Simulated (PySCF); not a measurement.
# C2H5AlBrN: the cost of one run

Programs: PySCF 2.14.0, with density-fitted response routines of our own. Each step states its level of theory. These are calculated values for one molecule in the gas phase, unless marked as measured. Atoms are numbered from 0 throughout.

## 1. Starting geometry

10 atoms, charge 0, multiplicity 1; geometry from: PBE0-D3(BJ)/def2-SVP.

Bonds of the start (Å): C0–C1 1.22, C1–Al2 1.93, Al2–N3 2.04, Al2–Br4 2.31, C0–H5 1.08, Al2–H6 1.59, N3–H7 1.02, N3–H8 1.02, N3–H9 1.02.

## 2. Nuclear shieldings: PBE0/pcSseg-2

The job: settings as JSON, then the geometry in Å.

```
{"job": {"kind": "nmr", "xc": "PBE0", "basis": "pcSseg-2", "pop": false}, "charge": 0, "multiplicity": 1}
C      2.624930     0.149717    -0.480905
C      1.556401     0.079721     0.107669
Al    -0.145051    -0.016391     1.017245
N     -1.376778     0.125761    -0.601453
Br    -0.777764    -2.135257     1.667759
H      3.572036     0.203348    -0.988723
H     -0.618711     1.172149     1.954917
H     -1.251954     0.997019    -1.120655
H     -1.172013    -0.646262    -1.239808
H     -2.360969     0.048964    -0.337808
```

With the program's defaults for keys left out, this is: GIAO PBE0/pcSseg-2 NMR shielding, non-relativistic, gas phase.

Command:

```
> OMP_NUM_THREADS=1 python probes_run.py task.json out
```

This one command runs all jobs of the session in turn.

Q: Estimate the wall time and peak memory of this first job on 1 thread of Arm Neoverse V1, shared host.

About 43 s, with a peak of 1.1 GiB.
